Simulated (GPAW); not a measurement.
A run of GPAW 26.7.0:

File run.py:

```python
from ase import Atoms
from ase.dft.bandgap import bandgap
from ase.io import write
from ase.units import GPa
from gpaw import GPAW, PW

atoms = Atoms(['Te', 'Te', 'Te', 'Sb', 'Ge'],
              cell=[[2.1034800504, 1.2144447733, 9.8714625907],
                    [-2.1034800504, 1.2144447733, 9.8714625907],
                    [0.0, -2.4288895466, 9.8714625907]],
              scaled_positions=[[0.213543, 0.213543, 0.213543],
                                [0.792575, 0.792575, 0.792575],
                                [0.99836, 0.99836, 0.99836],
                                [0.3977, 0.3977, 0.3977],
                                [0.597823, 0.597823, 0.597823]],
              pbc=True)

calc = GPAW(mode=PW(600),
            xc='PBE',
            kpts={'size': (5, 5, 5), 'gamma': True},
            occupations={'name': 'fermi-dirac', 'width': 0.05},
            nbands=33,
            convergence={'density': 1e-05, 'energy': 1e-05},
            maxiter=150,
            txt='gpaw.txt')
atoms.calc = calc
energy = atoms.get_potential_energy()
forces = atoms.get_forces()
stress = atoms.get_stress()
calc.write('gs.gpw')
write('result.traj', atoms)
print(f'Energy: {energy:.6f} eV')
print('Forces (eV/A):')
print(forces.round(4))
print('Stress (GPa):', (stress / GPa).round(3))
print('Fermi level:', round(calc.get_fermi_level(), 4), 'eV')
print(f'Gap: {bandgap(calc)[0]:.4f} eV, direct: {bandgap(calc, direct=True)[0]:.4f} eV')

path = atoms.cell.bandpath('GLB1,BZGX,QFP1Z,LP', npoints=60, eps=1e-4)
bs_calc = calc.fixed_density(kpts=path, symmetry='off', nbands=58,
                             convergence={'bands': 'CBM+6.0', 'eigenstates': 1e-6}, txt='bands.txt')
bs = bs_calc.band_structure()
bs.write('bs.json')
print(f'Gap on the path: {bandgap(bs_calc)[0]:.4f} eV')
```

Potentials or basis: GPAW PAW data sets (gpaw-data 1.2.1), pw.

Run with:

```sh
$ OMP_NUM_THREADS=1 python run.py
```

Hardware: 1 thread of Arm Neoverse V2, on a shared host.

**Question.** Estimate the wall time of this run.

**Answer.** It took 15 min on 1 thread of Arm Neoverse V2 (shared host), peak memory 0.93 GiB. Counts: scf iterations 19, plane waves 5121, bands 33, k points 19.
